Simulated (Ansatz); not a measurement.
# CsPbBr3: the cost of one run

Program: Ansatz 0.2.0. Level of theory: plane waves, PAW. These are calculated values, not measurements.

### 1 The structure to begin with

Symmetry: Pm-3m, No. 221, cubic system. Conventional cell: a = 5.943 Å, b = 5.943 Å, c = 5.943 Å, α = 90.00°, β = 90.00°, γ = 90.00°. Cs (site symmetry m-3m) has 12 Br at 4.20 Å as nearest neighbours. Around Pb (site symmetry m-3m) lie 6 Br at 2.97 Å. Br (site symmetry 4/mmm) has 2 Pb at 2.97 Å and 4 Cs at 4.20 Å as nearest neighbours.

As a file:

```cif
data_structure
_symmetry_space_group_name_H-M 'P 1'
_symmetry_Int_Tables_number 1
_cell_length_a 5.9429
_cell_length_b 5.9429
_cell_length_c 5.9429
_cell_angle_alpha 90.000
_cell_angle_beta 90.000
_cell_angle_gamma 90.000
_cell_volume 209.89
loop_
_atom_site_label
_atom_site_type_symbol
_atom_site_fract_x
_atom_site_fract_y
_atom_site_fract_z
_atom_site_occupancy
Cs1 Cs 0.00000 0.00000 0.00000 1
Pb1 Pb 0.50000 0.50000 0.50000 1
Br1 Br 0.00000 0.50000 0.50000 1
Br2 Br 0.50000 0.00000 0.50000 1
Br3 Br 0.50000 0.50000 0.00000 1
```

Cell and atoms come from an earlier r2SCAN relaxation. No run includes spin-orbit coupling, which matters for Cs, Pb.

### 2 PBE, anion s p, 4×4×4

Contents of input.yaml:

```yaml
crystal:
  lattice:
    - [5.9429133208, 0.0, 0.0]
    - [0.0, 5.9429133208, 0.0]
    - [0.0, 0.0, 5.9429133208]
  atoms:
    - { symbol: Cs, position: [0.0, 0.0, 0.0] }
    - { symbol: Pb, position: [0.5, 0.5, 0.5] }
    - { symbol: Br, position: [0.0, 0.5, 0.5] }
    - { symbol: Br, position: [0.5, 0.0, 0.5] }
    - { symbol: Br, position: [0.5, 0.5, 0.0] }
kpoints:
  mp_grid: { grid: [4, 4, 4] }
  band_path:
    path:
      - [[0.0, 0.0, 0.0], [8.815054246469e-51, 0.5, 1.080238955997e-35], [0.5, 0.5, 2.160477911994e-35], [0.0, 0.0, 0.0], [0.5, 0.5, 0.5], [8.815054246469e-51, 0.5, 1.080238955997e-35]]
      - [[0.5, 0.5, 0.5], [0.5, 0.5, 2.160477911994e-35]]
    npoints: 10
hamiltonian:
  xc: pbe
scf:
  occupations: { method: fixed }
  n_extra_bands: 6
output:
  forces: false
  stress: false
  eigenvalues: true
  wannier:
    kmesh: [4, 4, 4]
    projections:
      - { species: Br, l: s, shell: 4 }
      - { species: Br, l: p, shell: 4 }
      - { species: Pb, l: s, shell: 6 }
      - { species: Pb, l: p, shell: 6 }
    minimise: true
    write_hr: true
    conv_tol: 1.0e-08
    max_iter: 3000
```

On the command line:

```sh
ansatz run input.yaml --threads 4 --pin off --max-ram 5529MiB --backend cpu --events-out ev --progress --plain --runs-dir out
```

What time and memory should one allow on 4 threads of Arm Neoverse V2, shared host?

About 8.3 s, with a peak of 0.54 GiB.
